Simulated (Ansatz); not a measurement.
**Cl₃GeH₂N: one species, many methods**

The task here is to estimate one member of a computed series from the others.

Method: functionals in def2-TZVPP, the program's frozen cores in correlated methods; program: Ansatz 0.2.0, Gaussian basis.

Levels to be run: LDA (SPW92), PBE-D4, revPBE-D4, BLYP-D4, r2SCAN-D4, B97M-V, PBE0-D4, B3LYP-D4, r2SCANh-D4, r2SCAN0-D4, HSE06-D4, BHLYP-D4, CAM-B3LYP-D4, LC-ωPBE, ωB97X-V, ωB97M-V, B2PLYP, PBE-QIDH; CCSD(T)/def2-SVP; CCSD(T)/def2-TZVPP; MP2/def2-QZVPP; extrapolation to the limit; RPA on PBE.

### The relaxed structure

An earlier PBE0-D4 in a triple-zeta def2 set relaxation fixed the geometry.

SMILES `[NH2][Ge]([Cl])([Cl])[Cl]`, 7 atoms, charge 0, spin multiplicity 1.

Atoms are counted from 1 here; the program's logs count them from 0.

Bond lengths: N1–Ge2 1.803 Å, N1–H6 1.011 Å, N1–H7 1.011 Å, Ge2–Cl3 2.123 Å, Ge2–Cl4 2.123 Å, Ge2–Cl5 2.140 Å. Angles: Ge2–N1–H6 114.1°, Ge2–N1–H7 114.1°, H6–N1–H7 110.1°, N1–Ge2–Cl3 108.1°, N1–Ge2–Cl4 108.1°, N1–Ge2–Cl5 115.5°, Cl3–Ge2–Cl4 110.8°, Cl3–Ge2–Cl5 107.2°, Cl4–Ge2–Cl5 107.1°.

Geometry (Å):

```xyz
7

N    -0.4773    0.5459    0.9859
Ge    0.1887   -0.3960   -0.3998
Cl    1.6827   -1.7037    0.3509
Cl   -1.4024   -1.4935   -1.2771
Cl    1.0882    0.7642   -1.9569
H     0.2210    1.0526    1.5136
H    -1.2396    1.1624    0.7378
```

Set-up of the first run:

The input, in.yaml:

```yaml
crystal:
  periodic: [false, false, false]
  atoms:
    - {symbol: N, position_ang: [-0.477283, 0.545929, 0.985879]}
    - {symbol: Ge, position_ang: [0.188664, -0.396014, -0.399836]}
    - {symbol: Cl, position_ang: [1.682717, -1.703692, 0.350935]}
    - {symbol: Cl, position_ang: [-1.402428, -1.493517, -1.277146]}
    - {symbol: Cl, position_ang: [1.088227, 0.764184, -1.956950]}
    - {symbol: H, position_ang: [0.220958, 1.052564, 1.513571]}
    - {symbol: H, position_ang: [-1.239556, 1.162445, 0.737846]}
basis:
  gaussian: {orbitals: def2-TZVPP}
hamiltonian: {xc: lda}
output: {orbitals: {seedname: orbitals}}
```

Launch:

```
ansatz run in.yaml --threads 4 --pin off --events-out ev --progress --plain --max-ram 10444MiB
```

Among the steps run: LDA; PBE-D4 (GGA); revPBE-D4 (GGA); BLYP-D4 (GGA); r2SCAN-D4 (meta-GGA); B97M-V (meta-GGA); B3LYP-D4 (hybrid); r2SCANh-D4 (hybrid); r2SCAN0-D4 (hybrid); HSE06-D4 (hybrid); BHLYP-D4 (hybrid); CAM-B3LYP-D4 (range-separated); LC-ωPBE (range-separated); ωB97X-V (range-separated); ωB97M-V (range-separated); B2PLYP (double hybrid); PBE-QIDH (double hybrid).

One table of the session follows, with a row left open; its other results are not shown here.

It belongs to the step «Frontier levels by functional». 

```
  functional  HOMO (eV)  gap (eV)
 LDA (SPW92)      -7.25      4.62
      PBE-D4      -7.07      4.75
   revPBE-D4      -7.01      4.80
     BLYP-D4      -6.92      4.65
   r2SCAN-D4      -7.44      5.36
      B97M-V      -7.52      5.55
     PBE0-D4          ?         ?
    B3LYP-D4      -8.29      6.65
  r2SCANh-D4      -7.99      6.28
  r2SCAN0-D4      -8.83      7.65
    HSE06-D4      -8.17      6.47
    BHLYP-D4      -9.96      9.69
CAM-B3LYP-D4     -10.00      9.71
     LC-ωPBE     -11.45     12.45
     ωB97X-V     -11.05     11.95
     ωB97M-V     -10.92     11.65
```

**Question.** Estimate the row for PBE0-D4.

The run gave: HOMO (eV): -8.58; gap (eV): 7.25. In the column «HOMO (eV)» it lies between r2SCAN0-D4 (-8.83) and B3LYP-D4 (-8.29).
